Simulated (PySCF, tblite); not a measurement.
**C3H4BF3S: geometry, infrared bands and NMR shifts**

Wanted: the infrared bands and NMR shifts of C3H4BF3S (`FCC(=S)CB(F)F`), by calculation.

Computed with tblite 0.8.0 and PySCF 2.14.0, with density-fitted response routines of our own, on a single molecule in the gas phase. Atoms count from 0, in the outputs and in this text.

### Step 1. The molecule as given

12 atoms, charge 0, multiplicity 1; geometry from: force field or distance geometry start.

Bonds of the start (Å): F0–C1 1.38, C1–C2 1.50, C2–S3 1.42, C2–C4 1.52, C4–B5 1.56, B5–F6 1.45, B5–F7 1.45, C1–H8 1.10, C1–H9 1.13, C4–H10 1.13, C4–H11 1.10.

### Step 2. Geometry optimisation with GFN2-xTB

What the job is given:

```
{"job": {"kind": "relax", "xc": "GFN2-xTB", "basis": "xTB"}, "charge": 0, "multiplicity": 1}
F      1.524900     0.994500    -1.236000
C      1.373900     0.687400     0.100700
C      0.680500    -0.637500     0.112500
S      1.318400    -1.755600     0.706600
C     -0.695900    -0.751900    -0.514100
B     -1.626900     0.239600     0.257000
F     -2.004100     1.506600    -0.331500
F     -2.049800     0.020900     1.621600
H      0.762400     1.393900     0.677500
H      2.370700     0.486900     0.585300
H     -0.661100    -0.378100    -1.576800
H     -0.991800    -1.807300    -0.428800
```

On the command line:

```
$ OMP_NUM_THREADS=1 python probes_run.py task.json out
```

One launch serves the whole session: the jobs run in the order shown.

**Question.** This job is followed by: GFN2-xTB harmonic vibrations, gas phase; GIAO PBE0/pcSseg-1 NMR shielding, non-relativistic, gas phase. What will the session give for the following? strongest single infrared mode (GFN2-xTB); zero-point energy (GFN2-xTB); ¹³C shifts against TMS (PBE0/pcSseg-1); ¹H shifts against TMS (PBE0/pcSseg-1, means over atoms taken as alike); ¹⁹F shifts against CFCl3 (PBE0/pcSseg-1, means over atoms taken as alike); ³³S shifts against CS2 (PBE0/pcSseg-1); ¹¹B shifts against BF3·OEt2 (PBE0/pcSseg-1).

The runs gave:

| quantity | value |
| --- | --- |
| strongest single infrared mode (GFN2-xTB) | 1250 cm⁻¹, 516 km/mol |
| zero-point energy (GFN2-xTB) | 45.0 kcal/mol |
| ¹³C shifts against TMS (PBE0/pcSseg-1) | 271.7, 96.4, 45.7 ppm |
| ¹H shifts against TMS (PBE0/pcSseg-1, means over atoms taken as alike) | 5.82, 3.73 ppm |
| ¹⁹F shifts against CFCl3 (PBE0/pcSseg-1, means over atoms taken as alike) | -67.7, -224.0 ppm |
| ³³S shifts against CS2 (PBE0/pcSseg-1) | 910 ppm |
| ¹¹B shifts against BF3·OEt2 (PBE0/pcSseg-1) | 25.7 ppm |

In words: Relaxing lowered the energy by 2.246 eV in 145 steps; the close pair that moved most is C2–S3, from 1.418 to 1.621 Å. No mode is imaginary among the 30: a minimum at this level. The strongest single mode, at 1250 cm⁻¹, moves mainly B5. GFN2-xTB is a fitted tight-binding method: band positions and strengths are rough. Its intensities can rank the bands wrongly. C2 (thiocarbonyl carbon) lies farthest downfield among carbon, at 271.7 ppm; the small n→π* gap of C=S deshields it strongly. H8, H9 (mean) (hydrogen on an sp3 CH2 bonded to F) lies farthest downfield among hydrogen, at 5.82 ppm; its carbon carries F, which withdraws density. At PBE0/pcSseg-1: The largest span, 2262 ppm, is at S3, where the paramagnetic term is -1463 ppm.
